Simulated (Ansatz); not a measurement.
# C₂H₆F₂Zr: geometry and vibrations

Aim: relax C₂H₆F₂Zr from a cheap starting geometry, check the end point by its vibrations and derive ideal-gas thermochemistry, and look at its orbitals and charge.

Program: Ansatz 0.2.0, Gaussian basis. Level of theory: RKS PBE0-D4/def2-TZVP. These are calculated values, not measurements.

The runs, in order: relaxation at PBE0-D4/def2-TZVP; harmonic vibrations at the same level; a single point in def2-TZVPP for the fields.

### Step 1. Where the work starts

SMILES `[CH3][Zr]([CH3])([F])[F]`, 11 atoms, charge 0, spin multiplicity 1.

Atoms are counted from 1 here; the program's logs count them from 0.

Bond lengths: C1–Zr2 2.215 Å, C1–H6 1.104 Å, C1–H7 1.107 Å, C1–H8 1.104 Å, Zr2–C3 2.219 Å, Zr2–F4 1.876 Å, Zr2–F5 1.876 Å, C3–H9 1.104 Å, C3–H10 1.106 Å, C3–H11 1.104 Å. Angles: Zr2–C1–H6 112.6°, Zr2–C1–H7 108.6°, Zr2–C1–H8 113.2°, H6–C1–H7 107.3°, H6–C1–H8 107.6°, H7–C1–H8 107.3°, C1–Zr2–C3 107.9°, C1–Zr2–F4 107.2°, C1–Zr2–F5 107.1°, C3–Zr2–F4 107.4°, C3–Zr2–F5 107.3°, F4–Zr2–F5 119.6°, Zr2–C3–H9 113.4°, Zr2–C3–H10 109.0°, Zr2–C3–H11 111.8°, H9–C3–H10 107.3°, H9–C3–H11 107.6°, H10–C3–H11 107.4°.

The start is a GFN2-xTB geometry. Zr takes the def2 core potential; no spin-orbit term is included.

### Step 2. Relaxation at PBE0-D4/def2-TZVP

The input, in.yaml:

```yaml
crystal:
  periodic: [false, false, false]
  atoms:
    - {symbol: C, position_ang: [-1.668250, 0.721580, 0.261570]}
    - {symbol: Zr, position_ang: [0.244970, 0.347460, -0.790710]}
    - {symbol: C, position_ang: [1.447880, -1.040850, 0.454400]}
    - {symbol: F, position_ang: [-0.167150, -0.546630, -2.387080]}
    - {symbol: F, position_ang: [1.166370, 1.979790, -0.854570]}
    - {symbol: H, position_ang: [-1.536310, 1.318590, 1.180370]}
    - {symbol: H, position_ang: [-2.334860, 1.294330, -0.411340]}
    - {symbol: H, position_ang: [-2.199400, -0.205620, 0.539290]}
    - {symbol: H, position_ang: [1.261250, -0.933360, 1.536920]}
    - {symbol: H, position_ang: [2.521910, -0.839620, 0.283400]}
    - {symbol: H, position_ang: [1.263570, -2.095670, 0.187750]}
basis:
  gaussian: {orbitals: def2-TZVP}
hamiltonian: {xc: pbe0, dispersion: d4}
relax: {f_tol: 0.005, max_steps: 150}
```

Run with:

```
$ ansatz run in.yaml --threads 4 --pin off --events-out ev --progress --plain --max-ram 10444MiB
```

The runs that follow: Vibrations by finite differences; Fields at the relaxed geometry.

Before running them: what should the planned runs give, taken together? Wanted: point group; shift from the start; total energy; dispersion term; dipole moment; lowest, highest wavenumber; zero-point energy; HOMO, LUMO.

As calculated:

```
                  quantity            value
               point group               C1
                     steps               14
shift from the start (rms)          0.117 Å
              total energy    -8886.0423 eV
           dispersion term         -165 meV
             dipole moment           1.40 D
lowest, highest wavenumber    29, 3109 cm⁻¹
         zero-point energy     188.7 kJ/mol
       entropy at 298.15 K  411.4 J/(mol K)
                HOMO, LUMO  -7.96, -1.26 eV
```

In words: The atoms moved 0.12 Å (rms) from the start; the bond that changed most is Zr2–F4, from 1.876 to 1.903 Å. No mode is imaginary: a true minimum at this level. The stiffest mode, 3109 cm⁻¹, is a C–H stretch, and 7 modes under 200 cm⁻¹ make the vibrational entropy uncertain. Harmonic hybrid wavenumbers usually lie a few per cent above measured fundamentals. The largest Mulliken charge, +1.55 e, sits on Zr2. The HOMO lies mostly on C1, C3 about 26 % each; Zr2 22 % and the LUMO on Zr2 67 %.
